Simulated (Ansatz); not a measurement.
# ClH6NOSi2: how energies converge with the basis set

One table from this session's results is given with a row withheld; the runs are named, their logs left out.

Method: one geometry, several basis sets; program: Ansatz 0.2.0, Gaussian basis.

Levels to be run: PBE0-D4/def2-SVP; ωB97M-V/def2-SVP; PBE0-D4/def2-QZVPP; ωB97M-V/def2-QZVPP; CCSD(T)/cc-pV(D+d)Z; CCSD(T)/cc-pV(T+d)Z; MP2/cc-pV(Q+d)Z; the functionals' def2-TZVPP values are taken from earlier runs.

**The relaxed structure**

All runs share one geometry, relaxed beforehand with PBE0-D4 in a triple-zeta def2 set.

SMILES `N[SiH](Cl)O[SiH3]`, 11 atoms, charge 0, spin multiplicity 1.

Atoms are counted from 1 here; the program's logs count them from 0.

Bond lengths: N1–Si2 1.692 Å, N1–H6 1.008 Å, N1–H7 1.007 Å, Si2–Cl3 2.072 Å, Si2–O4 1.620 Å, Si2–H8 1.474 Å, O4–Si5 1.643 Å, Si5–H9 1.482 Å, Si5–H10 1.484 Å, Si5–H11 1.484 Å. Angles: Si2–N1–H6 120.8°, Si2–N1–H7 120.0°, H6–N1–H7 111.6°, N1–Si2–Cl3 114.5°, N1–Si2–O4 108.4°, N1–Si2–H8 109.1°, Cl3–Si2–O4 106.3°, Cl3–Si2–H8 105.7°, O4–Si2–H8 112.8°, Si2–O4–Si5 142.5°, O4–Si5–H9 107.3°, O4–Si5–H10 110.1°, O4–Si5–H11 110.5°, H9–Si5–H10 109.7°, H9–Si5–H11 109.8°, H10–Si5–H11 109.5°.

The first run:

in.yaml reads:

```yaml
crystal:
  periodic: [false, false, false]
  atoms:
    - {symbol: N, position_ang: [0.046887, 1.316074, 1.824798]}
    - {symbol: Si, position_ang: [-0.505157, -0.024666, 0.952706]}
    - {symbol: Cl, position_ang: [0.437401, -1.807608, 1.428553]}
    - {symbol: O, position_ang: [-0.221108, 0.235534, -0.620873]}
    - {symbol: Si, position_ang: [0.270774, -0.514427, -1.997928]}
    - {symbol: H, position_ang: [0.960765, 1.703324, 1.651482]}
    - {symbol: H, position_ang: [-0.235021, 1.444416, 2.783094]}
    - {symbol: H, position_ang: [-1.933755, -0.236123, 1.248317]}
    - {symbol: H, position_ang: [0.008225, 0.414998, -3.122585]}
    - {symbol: H, position_ang: [1.722657, -0.813475, -1.925404]}
    - {symbol: H, position_ang: [-0.486268, -1.775044, -2.201459]}
basis:
  gaussian: {orbitals: def2-SVP}
hamiltonian: {xc: pbe0, dispersion: d4}
output: {orbitals: {seedname: orbitals}}
```

Run with:

```console
ansatz run in.yaml --threads 2 --pin off --events-out ev --progress --plain --max-ram 22528MiB --backend cpu
```

Steps of the session up to this table: PBE0-D4 in def2-SVP; ωB97M-V in def2-SVP; PBE0-D4 in def2-QZVPP; ωB97M-V in def2-QZVPP.

One of the session's tables, all rows but one given; the rest of the session is left out.

```
functional       basis  HOMO (eV)  LUMO (eV)
   PBE0-D4    def2-SVP      -7.80       0.73
   PBE0-D4  def2-TZVPP      -8.01       0.17
   PBE0-D4  def2-QZVPP      -8.06      -0.02
   ωB97M-V    def2-SVP          ?          ?
   ωB97M-V  def2-TZVPP     -10.38       1.82
   ωB97M-V  def2-QZVPP     -10.43       1.35
```

Q: Estimate the row for ωB97M-V, def2-SVP from the others.

The run gave: HOMO (eV): -10.15; LUMO (eV): 2.64. In the column «HOMO (eV)» it lies between ωB97M-V, def2-TZVPP (-10.38) and PBE0-D4, def2-QZVPP (-8.06).
